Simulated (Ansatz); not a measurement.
**CrGe: pressure up to the limit of the methods**

One table from this session's results is given with a row withheld; the runs are named, their logs left out.

Method: DFT, PBEsol, PAW with Ansatz's default frozen-core files, scalar-relativistic, in Ansatz 0.2.0.

1 further run of the same task is left out (it didn't finish).

## The system as given

Symmetry: F-43m, No. 216, cubic system. The conventional cell has a = 5.716 Å, b = 5.716 Å, c = 5.716 Å, α = 90.00°, β = 90.00°, γ = 90.00°. Cr (site symmetry -43m) is surrounded by 4 Ge at 2.47 Å. Ge (site symmetry -43m) has 4 Cr at 2.47 Å as nearest neighbours.

Structure file:

```
Cr Ge
1.0
     0.00000    2.85784    2.85784
     2.85784    0.00000    2.85784
     2.85784    2.85784    0.00000
Cr Ge
1 1
Direct
  0.00000 0.00000 0.00000
  0.25000 0.25000 0.25000
```

Whether this phase is the stable one at these pressures isn't tested.

Atoms are numbered in the order of the input: Cr1, Ge2.

The first run:

Input file input.yaml:

```yaml
crystal:
  lattice:
    - [0.0, 2.8578412099, 2.8578412099]
    - [2.8578412099, 0.0, 2.8578412099]
    - [2.8578412099, 2.8578412099, 0.0]
  atoms:
    - { symbol: Cr, position: [0.0, 0.0, 0.0], spin: 2.0 }
    - { symbol: Ge, position: [0.25, 0.25, 0.25] }
magnetization:
  spin_polarized: true
kpoints:
  mp_grid: { grid: [12, 12, 12] }
scf:
  occupations: { method: fermi_dirac, width: 0.05 }
hamiltonian:
  xc: pbesol
  pseudopotentials: { kind: paw }
output:
  forces: true
  stress: true
  write_density: true
  write_potential: true
  elf: true
  volumetric_format: npy
relax:
  f_tol: 0.005
  max_steps: 40
  cell: {}
```

On the command line:

```sh
$ ansatz run input.yaml --threads 1 --pin off --max-ram 3072MiB --backend cpu --events-out ev --progress --plain --runs-dir out
```

Steps of the session up to this table: Cell relaxed at zero pressure, PAW; Volume scaled by 1, PAW; Volume scaled by 0.92, PAW; Volume scaled by 0.84, PAW; Volume scaled by 0.76, PAW; Volume scaled by 0.68, PAW; Volume scaled by 0.68, PAW (partial_waves polarizable); Volume scaled by 0.6, PAW; Volume scaled by 0.52, PAW; Volume scaled by 0.45, PAW; Volume scaled by 0.45, PAW (cutoff 250 eV).

One of the session's tables, all rows but one given; the rest of the session is left out.

| method | volume over the first | volume (Å³/atom) | pressure (GPa) | moment Cr1 (μB) | moment Ge2 (μB) |
| --- | --- | --- | --- | --- | --- |
| PAW | 1 | 20.776 | -0.04 | 2.12 | -0.16 |
| PAW | 0.92 | 19.114 | 7.37 | 2.01 | -0.12 |
| PAW | 0.84 | 17.452 | 18.75 | 1.90 | -0.09 |
| PAW | 0.76 | ? | ? | ? | ? |
| PAW | 0.68 | 14.128 | 64.40 | 1.64 | -0.02 |
| PAW | 0.6 | 12.466 | 109.94 | 1.43 | 0.00 |
| PAW | 0.52 | 10.804 | 183.44 | 0.00 | 0.00 |
| PAW | 0.45 | 9.349 | 301.36 | 0.00 | 0.00 |
| PAW (cutoff 250 eV) | 0.45 | 9.349 | 292.97 | 0.00 | 0.00 |
| PAW (partial_waves polarizable) | 0.68 | 14.128 | 64.40 | 1.64 | -0.02 |

Q: Estimate the row for PAW, 0.76 from the others.

As computed: volume (Å³/atom): 15.790; pressure (GPa): 36.43; moment Cr1 (μB): 1.78; moment Ge2 (μB): -0.05. In the column «volume (Å³/atom)» it lies between PAW (partial_waves polarizable), 0.68 (14.128) and PAW, 0.84 (17.452).

Limits of these values: Warnings in the runs' records: seeded moment not kept, cutoff below recommended.
